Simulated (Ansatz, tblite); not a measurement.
# The cluster Li3Al5+: rung by rung

Aim: run the doublet of the cluster Li3Al5+ at one geometry on many levels, and compare frontier levels, spin and run time.

Method: as each input shows; program: Ansatz 0.2.0, Gaussian basis.

Plan: GFN1-xTB, GFN2-xTB, PBE-D4/def2-TZVP, r2SCAN-D4/def2-TZVP, B3LYP-D4/def2-TZVP, B2PLYP/def2-TZVP, ωB97X-V/def2-TZVP, PBE-D4/def2-SVP, PBE0-D4/def2-SVP, RPA/def2-TZVP.

7 further runs of the same task are left out: 2 that didn't finish, 5 set aside as unsound or not needed.

## Step 1: The structure

The geometry is that of the doublet, from an earlier relaxation (PBE-D4/def2-SVP). At that level it is the lowest of the isomers that a small search found.

8 atoms, charge 1, spin multiplicity 2.

Bond lengths: Li1–Al6 2.738 Å, Li2–Al4 2.957 Å, Li2–Al5 2.794 Å, Li2–Al6 2.914 Å, Li3–Al4 2.901 Å, Li3–Al5 2.987 Å, Li3–Al7 2.861 Å, Li3–Al8 2.970 Å, Al4–Al5 2.608 Å, Al4–Al8 2.550 Å, Al5–Al6 2.623 Å, Al6–Al7 2.556 Å, Al6–Al8 2.715 Å, Al7–Al8 2.586 Å. Angles: Al4–Li2–Al5 53.8°, Al4–Li2–Al6 58.7°, Al5–Li2–Al6 54.7°, Al4–Li3–Al5 52.6°, Al4–Li3–Al7 88.9°, Al4–Li3–Al8 51.5°, Al5–Li3–Al7 80.3°, Al5–Li3–Al8 85.6°, Al7–Li3–Al8 52.6°, Li2–Al4–Li3 123.6°, Li2–Al4–Al5 59.9°, Li2–Al4–Al8 114.6°, Li3–Al4–Al5 65.4°, Li3–Al4–Al8 65.7°, Al5–Al4–Al8 103.4° and more.

The ion is computed in the gas phase, without counter-ions or solvent.

PBE0-D4/def2-TZVP was run before; its log isn't repeated, and its numbers join the tables.

## Step 2: GFN1-xTB

Tight binding, by tblite at 300 K electronic temperature and without a spin-polarisation term:

```python
tblite.interface.Calculator('GFN1-xTB', numbers, positions, charge=1, uhf=1).singlepoint()
```

Energy -188.7445 eV; 0.034 s.

## Step 3: GFN2-xTB

Tight binding, by tblite at 300 K electronic temperature and without a spin-polarisation term:

```python
tblite.interface.Calculator('GFN2-xTB', numbers, positions, charge=1, uhf=1).singlepoint()
```

Energy -147.6825 eV; 0.096 s.

## Step 4: PBE-D4/def2-TZVP

start.molden holds the orbitals of an earlier run on this state, given as this run's starting guess.

in.yaml reads:

```yaml
crystal:
  periodic: [false, false, false]
  atoms:
    - {symbol: Li, position_ang: [-1.594576, 1.971019, 1.431252]}
    - {symbol: Li, position_ang: [0.827554, 1.765086, -2.422332]}
    - {symbol: Li, position_ang: [-1.135605, -2.175613, 0.274377]}
    - {symbol: Al, position_ang: [0.798064, -1.070826, -1.584026]}
    - {symbol: Al, position_ang: [-1.282910, 0.442512, -1.155512]}
    - {symbol: Al, position_ang: [0.753803, 1.019779, 0.393675]}
    - {symbol: Al, position_ang: [-0.080400, -0.458185, 2.305191]}
    - {symbol: Al, position_ang: [1.714080, -1.493763, 0.757375]}
basis:
  gaussian: {orbitals: def2-TZVP, initial_orbitals: start.molden}
total_charge: 1
magnetization: {spin_polarized: true, initial_magnetization: 1}
hamiltonian: {xc: pbe, dispersion: d4}
scf: {omitted_lower_state_checks: [starts]}
output: {forces: true, orbitals: {seedname: orbitals}}
```

On the command line:

```sh
$ ansatz run in.yaml --threads 4 --pin off --events-out ev --progress --plain --max-ram 4787MiB
```

Further steps of the session: r2SCAN-D4/def2-TZVP; B3LYP-D4/def2-TZVP; B2PLYP/def2-TZVP; ωB97X-V/def2-TZVP; PBE-D4/def2-SVP; PBE0-D4/def2-SVP; RPA/def2-TZVP.

Q: Predict the results of all the runs planned. Wanted: gap in def2-TZVP, named functionals, smallest and largest; ⟨S²⟩ in def2-TZVP, named functionals, smallest and largest; PBE0 total energy, smallest basis above largest.

**Answer**, as computed:

| quantity | value |
| --- | --- |
| gap in def2-TZVP, named functionals, smallest and largest | 0.55 eV (PBE-D4), 4.87 eV (ωB97X-V) |
| ⟨S²⟩ in def2-TZVP, named functionals, smallest and largest | 0.764, 0.810 |
| PBE0 total energy, smallest basis above largest | 12.00 eV (def2-SVP, def2-TZVP) |

In words: Over the named functionals in def2-TZVP the gap runs from 0.55 eV (PBE-D4) to 4.87 eV (ωB97X-V); exact exchange widens it. Over the named functionals in def2-TZVP spin contamination reaches 0.06 (r2SCAN-D4), which is small.
